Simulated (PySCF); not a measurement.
# HMgNaZn (Na ... Zn ... HMg): the cost of one run

Programs: PySCF 2.14.0, with routines of our own; each step states its level. All values are computed. Atoms count from 0.

## 1. The starting structure

4 atoms, charge 0, high-spin multiplicity 3; geometry from: GFN2-xTB fragments, placed rigidly.

The system (radical pair across a spacer): Na···Zn···HMg. The radical centres are 9.64 Å apart; the spin sites are atom 0 (1 unpaired) and atoms 1, 2 (1 unpaired).

## 2. Magnetic exchange: CASSCF and SC-NEVPT2/def2-TZVP (2,2)

What the job is given:

```
{"job": {"kind": "cas", "basis": "def2-TZVP", "active": "magnetic", "zfs": true}, "charge": 0, "high_spin_multiplicity": 3, "spin_sites": [[[0], 1], [[1, 2], 1]]}
Na     0.326000    -0.000000    -6.407200
Mg     0.326000    -0.000000     3.235300
H     -0.977900     0.000000     4.539100
Zn     0.326000    -0.000000    -1.367200
```

Level: CASSCF and SC-NEVPT2/def2-TZVP spin states, gas phase.

Started as:

```sh
$ OMP_NUM_THREADS=1 python exch_run.py task.json out
```

One launch serves the whole session: the jobs run in the order shown.

Q: Estimate the wall time of this first job on 1 thread of Arm Neoverse N1, shared host.

About 8.8 s.
